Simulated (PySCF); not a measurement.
# C37H42: the cost of one run

Computed with PySCF 2.14.0 and routines of our own; the level stands in each step. Atoms count from 0.

### 1 The system as given

79 atoms, charge 0, multiplicity 1; geometry from: GFN2-xTB.

### 2 NMR shifts: GIAO LC-wPBE/def2-SV(P)

The job: settings as JSON, then the geometry in Å.

```
{"job": {"kind": "nmr", "basis": "def2-SV(P)", "pop": false, "xc": "LC-wPBE", "scf": {"level_shift": 0.2}}, "charge": 0, "multiplicity": 1}
C     -4.523664     1.025256     0.673719
C     -3.371736     1.546966     1.525140
C     -2.872893     0.431396     2.437734
C     -2.348442    -0.731063     1.592860
C     -3.503495    -1.265740     0.738589
C     -3.048663    -2.446856    -0.111139
C     -1.900423    -2.001043    -1.012102
C     -2.413055    -0.881973    -1.920238
C     -1.324971    -0.411574    -2.865386
C     -0.143625     0.117446    -2.056297
C      0.930257     0.585956    -3.034948
C      2.128733     1.092488    -2.257069
C      1.714836     2.253922    -1.357456
C      2.937169     2.779900    -0.622426
C      3.503419     1.655965     0.233774
C      3.919761     0.466026    -0.640849
C      4.497290    -0.690581     0.173453
C      3.469621    -1.107374     1.226813
C      3.238724     0.131055     2.090106
C      2.473833     1.169797     1.266722
C      1.209809     0.644652     0.534206
C      0.656429     1.769479    -0.361641
C     -0.566625     1.278124    -1.145399
C     -1.694017     0.821712    -0.212396
C     -2.231630     1.998496     0.617698
C     -2.865531     0.293252    -1.058922
C     -4.018362    -0.145063    -0.160770
C     -1.161203    -0.307628     0.692330
C      0.087449     0.152900     1.492520
C      0.534304    -1.028241     2.354794
C      1.099555    -2.117965     1.453291
C     -0.072955    -2.633559     0.618555
C     -0.701705    -1.490265    -0.195540
C      0.394618    -0.998725    -1.156062
C      1.625069    -0.507535    -0.379374
C      2.201354    -1.610677     0.515035
C      2.684598    -0.029337    -1.384018
H     -5.349202     0.701230     1.311786
H     -4.894552     1.817063     0.018375
H     -3.716241     2.394071     2.130358
H     -3.696562     0.074451     3.062419
H     -2.095693     0.806110     3.105411
H     -2.054456    -1.537603     2.267814
H     -4.310110    -1.592119     1.407188
H     -3.879993    -2.794133    -0.730652
H     -2.748005    -3.279910     0.525458
H     -1.573333    -2.846119    -1.630514
H     -3.267221    -1.254610    -2.499525
H     -0.990760    -1.234801    -3.502581
H     -1.711605     0.376713    -3.516699
H      1.224806    -0.243375    -3.683642
H      0.526731     1.378648    -3.670654
H      2.907703     1.428344    -2.953091
H      1.280956     3.052631    -1.971656
H      2.663142     3.626379     0.012065
H      3.687663     3.123735    -1.339383
H      4.384138     2.033482     0.767500
H      4.667577     0.802948    -1.369569
H      5.426595    -0.385367     0.660457
H      4.728201    -1.524034    -0.495244
H      3.876368    -1.919464     1.840578
H      2.775334    -0.096613     3.042684
H      4.215711     0.556171     2.344574
H      2.182439     2.009048     1.910595
H      0.373254     2.622094     0.265377
H     -0.936341     2.104703    -1.767525
H     -1.447749     2.440583     1.230979
H     -2.590313     2.775589    -0.062766
H     -3.208150     1.101928    -1.717231
H     -4.835126    -0.525178    -0.786429
H     -0.174313     0.986585     2.150471
H      1.228276    -0.725729     3.126760
H     -0.319088    -1.434001     2.898072
H      1.500080    -2.935915     2.064761
H      0.267989    -3.407120    -0.074890
H     -0.802412    -3.094294     1.283677
H      0.698324    -1.843099    -1.790205
H      2.504267    -2.456821    -0.117611
H      2.962035    -0.875964    -2.025895
```

With the program's defaults for keys left out, this is: GIAO LC-wPBE/def2-SV(P) NMR shielding, non-relativistic, gas phase.

Run with:

```console
OMP_NUM_THREADS=4 python large_run.py task.json out
```

The driver reads the jobs from task.json and runs them one after another.

**Question.** How long does this first job take on 4 threads of Arm Neoverse V1, shared host, and how much memory does it need?

About 2.5 min, with a peak of 5 GiB.
